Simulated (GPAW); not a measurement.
# RuAu (Pm-3m) in GPAW: convergence with plane-wave cutoff (eV)

Aim: find how far plane-wave cutoff (eV) must go before the results for RuAu settle, at PBEsol. This setting moves, with any that are tied to it; all else stays.

Program: GPAW 26.7.0. These are calculated values, not measurements. Logs are shortened: lines on timing, memory, paths and dates and some standing lists are left out, and cuts for length are marked. The log counts tension as positive stress, the text compression.

## 1. Starting point

The structure is cubic, space group Pm-3m (No. 221). Conventional cell: a = 3.165 Å, b = 3.165 Å, c = 3.165 Å, α = 90.00°, β = 90.00°, γ = 90.00°. Around Ru (site symmetry m-3m) lie 8 Au at 2.74 Å. Au (site symmetry m-3m) is surrounded by 8 Ru at 2.74 Å.

The cell was built by a generator and needn't be a form met in nature.

## 2. With plane-wave cutoff (eV) 200

Input file run.py:

```python
from ase import Atoms
from ase.dft.bandgap import bandgap
from ase.io import write
from ase.units import GPa
from gpaw import GPAW, PW, setup_paths

setup_paths.insert(0, '.')

atoms = Atoms(['Ru', 'Au'],
              cell=[[3.16481, 0.0, 0.0],
                    [0.0, 3.16481, 0.0],
                    [0.0, 0.0, 3.16481]],
              scaled_positions=[[0.0, 0.0, 0.0],
                                [0.5, 0.5, 0.5]],
              pbc=True)

calc = GPAW(mode=PW(200),
            xc='PBEsol',
            kpts={'size': (8, 8, 8), 'gamma': True},
            occupations={'name': 'fermi-dirac', 'width': 0.05},
            nbands=26,
            convergence={'density': 1e-05, 'energy': 1e-05},
            maxiter=100,
            txt='gpaw.txt')
atoms.calc = calc
energy = atoms.get_potential_energy()
forces = atoms.get_forces()
stress = atoms.get_stress()
calc.write('gs.gpw')
write('result.traj', atoms)
print(f'Energy: {energy:.6f} eV')
print('Forces (eV/A):')
print(forces.round(4))
print('Stress (GPa):', (stress / GPa).round(3))
print('Fermi level:', round(calc.get_fermi_level(), 4), 'eV')
print(f'Gap: {bandgap(calc)[0]:.4f} eV, direct: {bandgap(calc, direct=True)[0]:.4f} eV')
```

Potentials or basis: PAW data sets generated in the run's folder for this functional, pw.

Command:

```
$ gpaw-setup -f PBEsol Au Ru
$ OMP_NUM_THREADS=1 python run.py
```

gpaw.txt:

```text
__  _  _
 | _ |_)|_||  |
 |__||  | ||/\| - 26.7.0

Input parameters:
  mode=PW(ecut=200.0),
  convergence={'density': 1e-05, 'energy': 1e-05},
  kpts=MonkhorstPack(size=(8, 8, 8), gamma=True),
  maxiter=100,
  nbands=26,
  occupations=Occupations(name='fermi-dirac', width=0.05),
  xc=XC(name='PBEsol')

Diagonalizing LCAO Hamiltonian
Converting LCAO to pw mode
   .-------.
  /|       |
 * |       |
 | |  Au   |
 | .-------.
 |/       /
 Ru------*

Atoms  # Å, Bohr magnetons
|   | symbol |        x |        y |        z |    initial magnetic moments |
|---|--------|----------|----------|----------|-----------------------------|
| 0 |     Ru | 0.000000 | 0.000000 | 0.000000 | ( 0.0000,  0.0000,  0.0000) |
| 1 |     Au | 1.582405 | 1.582405 | 1.582405 | ( 0.0000,  0.0000,  0.0000) |

Unit cell  # Å
| periodic |        x |        y |        z |  lengths |    angles |
|----------|----------|----------|----------|----------|-----------|
|      yes | 3.164810 | 0.000000 | 0.000000 | 3.164810 | 90.000000 |
|      yes | 0.000000 | 3.164810 | 0.000000 | 3.164810 | 90.000000 |
|      yes | 0.000000 | 0.000000 | 3.164810 | 3.164810 | 90.000000 |

Number of symmetries: 48
Symmetry operations  # r_c * U_cc + t_c -> r_c
|    | kind |            matrix            |
|----|------|------------------------------|
|  0 |  E   |  1, 0, 0,  0, 1, 0,  0, 0, 1 |
|  1 |  σ   |  1, 0, 0,  0, 1, 0,  0, 0,-1 |
|  2 |  σ   |  1, 0, 0,  0, 0, 1,  0, 1, 0 |
|  3 |  C4  |  1, 0, 0,  0, 0, 1,  0,-1, 0 |
|  4 |  C4  |  1, 0, 0,  0, 0,-1,  0, 1, 0 |
|  5 |  σ   |  1, 0, 0,  0, 0,-1,  0,-1, 0 |
|  6 |  σ   |  1, 0, 0,  0,-1, 0,  0, 0, 1 |
|  7 |  C2  |  1, 0, 0,  0,-1, 0,  0, 0,-1 |
|  8 |  σ   |  0, 1, 0,  1, 0, 0,  0, 0, 1 |
|  9 |  C2  |  0, 1, 0,  1, 0, 0,  0, 0,-1 |
| 10 |  C3  |  0, 1, 0,  0, 0, 1,  1, 0, 0 |
| 11 |  S6  |  0, 1, 0,  0, 0, 1, -1, 0, 0 |
| 12 |  S6  |  0, 1, 0,  0, 0,-1,  1, 0, 0 |
| 13 |  C3  |  0, 1, 0,  0, 0,-1, -1, 0, 0 |
| 14 |  C4  |  0, 1, 0, -1, 0, 0,  0, 0, 1 |
| 15 |  S4  |  0, 1, 0, -1, 0, 0,  0, 0,-1 |
| 16 |  C3  |  0, 0, 1,  1, 0, 0,  0, 1, 0 |
| 17 |  S6  |  0, 0, 1,  1, 0, 0,  0,-1, 0 |
| 18 |  σ   |  0, 0, 1,  0, 1, 0,  1, 0, 0 |
| 19 |  C4  |  0, 0, 1,  0, 1, 0, -1, 0, 0 |
| 20 |  C2  |  0, 0, 1,  0,-1, 0,  1, 0, 0 |
| 21 |  S4  |  0, 0, 1,  0,-1, 0, -1, 0, 0 |
| 22 |  S6  |  0, 0, 1, -1, 0, 0,  0, 1, 0 |
| 23 |  C3  |  0, 0, 1, -1, 0, 0,  0,-1, 0 |
| 24 |  S6  |  0, 0,-1,  1, 0, 0,  0, 1, 0 |
| 25 |  C3  |  0, 0,-1,  1, 0, 0,  0,-1, 0 |
| 26 |  C4  |  0, 0,-1,  0, 1, 0,  1, 0, 0 |
| 27 |  σ   |  0, 0,-1,  0, 1, 0, -1, 0, 0 |
| 28 |  S4  |  0, 0,-1,  0,-1, 0,  1, 0, 0 |
| 29 |  C2  |  0, 0,-1,  0,-1, 0, -1, 0, 0 |
| 30 |  C3  |  0, 0,-1, -1, 0, 0,  0, 1, 0 |
| 31 |  S6  |  0, 0,-1, -1, 0, 0,  0,-1, 0 |
| 32 |  C4  |  0,-1, 0,  1, 0, 0,  0, 0, 1 |
| 33 |  S4  |  0,-1, 0,  1, 0, 0,  0, 0,-1 |
| 34 |  S6  |  0,-1, 0,  0, 0, 1,  1, 0, 0 |
| 35 |  C3  |  0,-1, 0,  0, 0, 1, -1, 0, 0 |
| 36 |  C3  |  0,-1, 0,  0, 0,-1,  1, 0, 0 |
| 37 |  S6  |  0,-1, 0,  0, 0,-1, -1, 0, 0 |
| 38 |  σ   |  0,-1, 0, -1, 0, 0,  0, 0, 1 |
| 39 |  C2  |  0,-1, 0, -1, 0, 0,  0, 0,-1 |
| 40 |  σ   | -1, 0, 0,  0, 1, 0,  0, 0, 1 |
| 41 |  C2  | -1, 0, 0,  0, 1, 0,  0, 0,-1 |
| 42 |  C2  | -1, 0, 0,  0, 0, 1,  0, 1, 0 |
| 43 |  S4  | -1, 0, 0,  0, 0, 1,  0,-1, 0 |
| 44 |  S4  | -1, 0, 0,  0, 0,-1,  0, 1, 0 |
| 45 |  C2  | -1, 0, 0,  0, 0,-1,  0,-1, 0 |
| 46 |  C2  | -1, 0, 0,  0,-1, 0,  0, 0, 1 |
| 47 |  i   | -1, 0, 0,  0,-1, 0,  0, 0,-1 |

BZ-sampling:
  Number of BZ points: 512
  Number of IBZ points: 35

  Monkhorst-Pack size: [8, 8, 8]
  Monkhorst-Pack shift: [0.0625, 0.0625, 0.0625]

K-points  # in reciprocal-cell coordinates
|     |                                coordinates |     weight |
|-----|--------------------------------------------|------------|
|   0 | (  0.00000000,   0.00000000,   0.00000000) | 0.00195312 |
|   1 | (  0.12500000,   0.00000000,   0.00000000) | 0.01171875 |
|   2 | (  0.12500000,   0.12500000,   0.00000000) | 0.02343750 |
|   3 | (  0.12500000,   0.12500000,   0.12500000) | 0.01562500 |
|   4 | (  0.25000000,   0.00000000,   0.00000000) | 0.01171875 |
|   5 | (  0.25000000,   0.12500000,   0.00000000) | 0.04687500 |
|   6 | (  0.25000000,   0.12500000,   0.12500000) | 0.04687500 |
|   7 | (  0.25000000,   0.25000000,   0.00000000) | 0.02343750 |
|   8 | (  0.25000000,   0.25000000,   0.12500000) | 0.04687500 |
|   9 | (  0.25000000,   0.25000000,   0.25000000) | 0.01562500 |
| ... |                                            |            |
|  34 | (  0.50000000,   0.50000000,   0.50000000) | 0.00195312 |

Plane wave coefficients: 216
Cutoff: 200.0 eV

Spin-components: 1 (collinear spins)
Bands:           26
Projectors:      12
Spin-degeneracy: 2
Datatype:        complex128

Parallelization:
  kpt:    1
  domain: 1
  band:   1

Density:
  Valence electrons: 27.0
  Components: 1
  Grid points: [12 12 12]
  Charge: 0.0  # |e|

Potential:
  Grid points: [12 12 12]

species:
  Ru:
    name:    Ruthenium
    Z:       44.0
    valence: 16
    core:    28
    charge:  0.0  # [|e|]
    compensation charges:
      type: gauss
      rc: 0.39  # [Å]
      lmax: 2
    cutoffs:
      filter: 2.16  # [Å]
      core: 1.30  # [Å]
    projectors
    | kind |    occ | energy [eV] | rcut [Å] |
    |------|--------|-------------|----------|
    |   4s |  2.000 |     -76.260 |    1.281 |
    |   5s |  1.000 |      -4.265 |    1.281 |
    |   4p |  6.000 |     -46.387 |    1.286 |
    |   5p |  0.000 |      -0.866 |    1.286 |
    |   4d |  7.000 |      -5.218 |    1.254 |
    |    d |        |      21.994 |    1.254 |

    Using partial waves for Ru as LCAO basis

  Au:
    name:    Gold
    Z:       79.0
    valence: 11
    core:    68
    charge:  0.0  # [|e|]
    compensation charges:
      type: gauss
      rc: 0.42  # [Å]
      lmax: 2
    cutoffs:
      filter: 2.33  # [Å]
      core: 2.81  # [Å]
    projectors
    | kind |    occ | energy [eV] | rcut [Å] |
    |------|--------|-------------|----------|
    |   6s |  1.000 |      -5.766 |    1.323 |
    |   6p |  0.000 |      -0.708 |    1.323 |
    |   5d | 10.000 |      -6.915 |    1.323 |
    |    s |        |      21.446 |    1.323 |
    |    p |        |      26.504 |    1.323 |
    |    d |        |      20.296 |    1.323 |

    Using partial waves for Au as LCAO basis

Reference energy: -639637.694468  # eV

eigensolver:
  PPCG
  Converge bands: occupied
  niter=2

density mixing:
  MSR1-Mixer
  Pratt-step length: 0.05
  Maximum mixing coefficient: 0.75
  Old densities: 10
  SVD Regularization: 0.005
  Good broyden scale: 1.0
  Trust region scale: 1.0
  Backstep threshold: 4.0
  History deletion threshold: 6.0
  Fourier metric: weight=20.0, sigma=0.015

occupation numbers:
  Fermi-Dirac:
    width: 0.0500  # eV

poisson solver:
  ecut: 1600.0  # eV

xc functional:
  name: PBEsol with 2 nearest neighbor stencil

convergence criteria:
- Maximum integral of absolute [dens]ity change: 1e-05 electrons / valence electron
- Maximum [total energy] change in last 3 cyles: 1e-05 eV / valence electron
- Maximum integral of absolute [eigenst]ate change: 4e-08 eV^2 / valence electron
maximum number of iterations: 100

SCF iterations
|iter     | |      energy | eigst |  dens |
|---------|-|-------------|-------|-------|
|iter:   1| |  -12.927310 | -0.37 |       |
|iter:   2| |  -12.645020 | -2.99 | -1.01 |
|iter:   3| |  -11.802943 | -2.12 | -1.06 |
|iter:   4| |  -11.770486 | -2.63 | -1.59 |
|iter:   5| |  -11.639942 | -3.25 | -1.60 |
|iter:   6| |  -11.636438 | -4.37 | -2.29 |
|iter:   7| |  -11.635481 | -5.10 | -2.53 |
|iter:   8| |  -11.635479 | -7.38 | -3.77 |
|iter:   9| |  -11.635479c| -7.89c| -4.24 |
|iter:  10| |  -11.635479c| -8.62c| -5.19c|

Converged in 10 steps
Energy contributions relative to reference atoms: (reference = -639637.694468)

Energy contributions:
  Kinetic:         -14.803236
  Coulomb:           7.762755
  Zero:              2.101629
  External:          0.000000
  Xc:               -6.683497
  Entropy:          -0.026261
  Spinorbit:         0.000000
  ----------------------------
  Free energy:     -11.648610
  Extrapolated:    -11.635479

dipole moment: (-11.020307, -11.020307, -11.020307)  # |e|*Ang

Fermi level: 10.862
Eigenvalues  # (at kpt = [0.000, 0.000, 0.000])
| band index |      eig [eV] | occ [0-2] |
|------------|---------------|-----------|
|          0 |       -61.688 |     2.000 |
|        ... |               |           |
|          4 |         1.783 |     2.000 |
|          5 |         4.264 |     2.000 |
|          6 |         4.264 |     2.000 |
|          7 |         6.520 |     2.000 |
|          8 |         6.520 |     2.000 |
|          9 |         6.520 |     2.000 |
[... 8 lines left out ...]
|         18 |        24.968 |     0.000 |
|         19 |        28.413 |     0.000 |
|        ... |               |           |
|         25 |        37.012 |     0.000 |

No gap
No difference between direct/indirect transitions

Forces  # eV/Ang
|       x |       y |       z |
|---------|---------|---------|
| 0.00000 | 0.00000 | 0.00000 |  # Ru   0
| 0.00000 | 0.00000 | 0.00000 |  # Au   1

Stress tensor  # eV/Ang^3
|        x |        y |        z |
|----------|----------|----------|
| 0.063610 | 0.000000 | 0.000000 |
| 0.000000 | 0.063610 | 0.000000 |
| 0.000000 | 0.000000 | 0.063610 |

# Writing to gs.gpw (mode='')
```

stdout:

```text
Energy: -11.635479 eV
Forces (eV/A):
[[0. 0. 0.]
 [0. 0. 0.]]
Stress (GPa): [10.191 10.191 10.191  0.     0.     0.   ]
Fermi level: 10.8615 eV
Gap: 0.0000 eV, direct: 0.0000 eV
```

Run time: 14 s. Hardware: 1 thread of Arm Neoverse V1, shared host; peak memory 0.13 GiB.

Results:

```yaml
Free_energy: -11.6486 eV
Pressure: -10.2 GPa
Band_gap_on_the_k_mesh: none (metal or under the smearing width)
```

## 3. With plane-wave cutoff (eV) 250

run.py, as its differences from that of step 2:

```diff
@@ -16,3 +16,3 @@
 
-calc = GPAW(mode=PW(200),
+calc = GPAW(mode=PW(250),
             xc='PBEsol',
```

Potentials or basis: PAW data sets generated in the run's folder for this functional, pw.

Command:

```
$ gpaw-setup -f PBEsol Au Ru
$ OMP_NUM_THREADS=1 python run.py
```

It took 14 s on 1 thread of Arm Neoverse V1, shared host; peak memory 0.13 GiB.

What came out:

```yaml
Free_energy: -12.0449 eV
Pressure: -15.5 GPa
Band_gap_on_the_k_mesh: none (metal or under the smearing width)
```

## 4. With plane-wave cutoff (eV) 300

run.py, as its differences from that of step 3:

```diff
@@ -16,3 +16,3 @@
 
-calc = GPAW(mode=PW(250),
+calc = GPAW(mode=PW(300),
             xc='PBEsol',
```

Command:

```
$ gpaw-setup -f PBEsol Au Ru
$ OMP_NUM_THREADS=1 python run.py
```

Run time: 16 s. Hardware: 1 thread of Arm Neoverse V1, shared host; peak memory 0.13 GiB.

What came out:

| Item | Value |
| --- | --- |
| Free energy | -12.4865 eV |
| Pressure | -13.7 GPa |
| Band gap on the k mesh | none (metal or under the smearing width) |

## 5. With plane-wave cutoff (eV) 350

run.py, as its differences from that of step 4:

```diff
@@ -16,3 +16,3 @@
 
-calc = GPAW(mode=PW(300),
+calc = GPAW(mode=PW(350),
             xc='PBEsol',
```

Command:

```
$ gpaw-setup -f PBEsol Au Ru
$ OMP_NUM_THREADS=1 python run.py
```

Wall time 16 s (1 thread of Arm Neoverse V1, shared host); peak memory 0.14 GiB.

Results:

```yaml
Free_energy: -12.7190 eV
Pressure: -10.5 GPa
Band_gap_on_the_k_mesh: none (metal or under the smearing width)
```

## 6. With plane-wave cutoff (eV) 400

run.py, as its differences from that of step 5:

```diff
@@ -16,3 +16,3 @@
 
-calc = GPAW(mode=PW(350),
+calc = GPAW(mode=PW(400),
             xc='PBEsol',
```

Potentials or basis: PAW data sets generated in the run's folder for this functional, pw.

Command:

```
$ gpaw-setup -f PBEsol Au Ru
$ OMP_NUM_THREADS=1 python run.py
```

Wall time 18 s (1 thread of Arm Neoverse V1, shared host); peak memory 0.14 GiB.

What came out:

```
Free energy            : -12.8339 eV
Pressure               : -9.0 GPa
Band gap on the k mesh : none (metal or under the smearing width)
```

## 7. With plane-wave cutoff (eV) 500

run.py, as its differences from that of step 6:

```diff
@@ -16,3 +16,3 @@
 
-calc = GPAW(mode=PW(400),
+calc = GPAW(mode=PW(500),
             xc='PBEsol',
```

Command:

```
$ gpaw-setup -f PBEsol Au Ru
$ OMP_NUM_THREADS=1 python run.py
```

Run time: 25 s. Hardware: 1 thread of Arm Neoverse V1, shared host; peak memory 0.15 GiB.

The run converged. Its results:

| Quantity | Value |
| --- | --- |
| Free energy | -12.9359 eV |
| Pressure | -7.5 GPa |
| Band gap on the k mesh | none (metal or under the smearing width) |

## 8. With plane-wave cutoff (eV) 600

run.py, as its differences from that of step 7:

```diff
@@ -16,3 +16,3 @@
 
-calc = GPAW(mode=PW(500),
+calc = GPAW(mode=PW(600),
             xc='PBEsol',
```

Command:

```
$ gpaw-setup -f PBEsol Au Ru
$ OMP_NUM_THREADS=1 python run.py
```

Run time: 27 s. Hardware: 1 thread of Arm Neoverse V1, shared host; peak memory 0.15 GiB.

It converged, with:

```yaml
Free_energy: -12.9553 eV
Pressure: -6.9 GPa
Band_gap_on_the_k_mesh: none (metal or under the smearing width)
```

## 9. With plane-wave cutoff (eV) 800

run.py, as its differences from that of step 8:

```diff
@@ -16,3 +16,3 @@
 
-calc = GPAW(mode=PW(600),
+calc = GPAW(mode=PW(800),
             xc='PBEsol',
```

Potentials or basis: PAW data sets generated in the run's folder for this functional, pw.

Command:

```
$ gpaw-setup -f PBEsol Au Ru
$ OMP_NUM_THREADS=1 python run.py
```

Run time: 36 s. Hardware: 1 thread of Arm Neoverse V1, shared host; peak memory 0.17 GiB.

Results (log left out):

```yaml
Free_energy: -12.9757 eV
Pressure: -6.9 GPa
Band_gap_on_the_k_mesh: none (metal or under the smearing width)
```

## 10. With plane-wave cutoff (eV) 1000

run.py, as its differences from that of step 9:

```diff
@@ -16,3 +16,3 @@
 
-calc = GPAW(mode=PW(800),
+calc = GPAW(mode=PW(1000),
             xc='PBEsol',
```

Command:

```
$ gpaw-setup -f PBEsol Au Ru
$ OMP_NUM_THREADS=1 python run.py
```

Wall time 44 s (1 thread of Arm Neoverse V1, shared host); peak memory 0.2 GiB.

Results (log left out):

```
Free energy            : -12.9808 eV
Pressure               : -6.8 GPa
Band gap on the k mesh : none (metal or under the smearing width)
```

## 11. The series at a glance

| plane-wave cutoff (eV) | energy less the tightest run, at zero smearing (meV/atom) | pressure (GPa) | SCF cycles | CPU time (s) | peak memory (GiB) |
| --- | --- | --- | --- | --- | --- |
| 200 | 666.10 | -10.19 | 10 | 14 | 0.13 |
| 250 | 467.90 | -15.51 | 10 | 14 | 0.13 |
| 300 | 247.13 | -13.67 | 10 | 16 | 0.13 |
| 350 | 130.92 | -10.47 | 10 | 16 | 0.14 |
| 400 | 73.44 | -8.97 | 10 | 18 | 0.14 |
| 500 | 22.43 | -7.50 | 10 | 25 | 0.15 |
| 600 | 12.73 | -6.88 | 10 | 27 | 0.15 |
| 800 | 2.54 | -6.94 | 10 | 36 | 0.17 |
| 1000 | 0.00 | -6.76 | 10 | 44 | 0.2 |

Not settled before the last step: the energy (to 1 meV/atom), the pressure (to 0.1 GPa). The tightest run that finished is the yardstick and may itself not be fully converged.

Caveats: with this Au data set, volumes or pressures lay over 1.5 % or 2 GPa off other programs in two to four cells of ten.
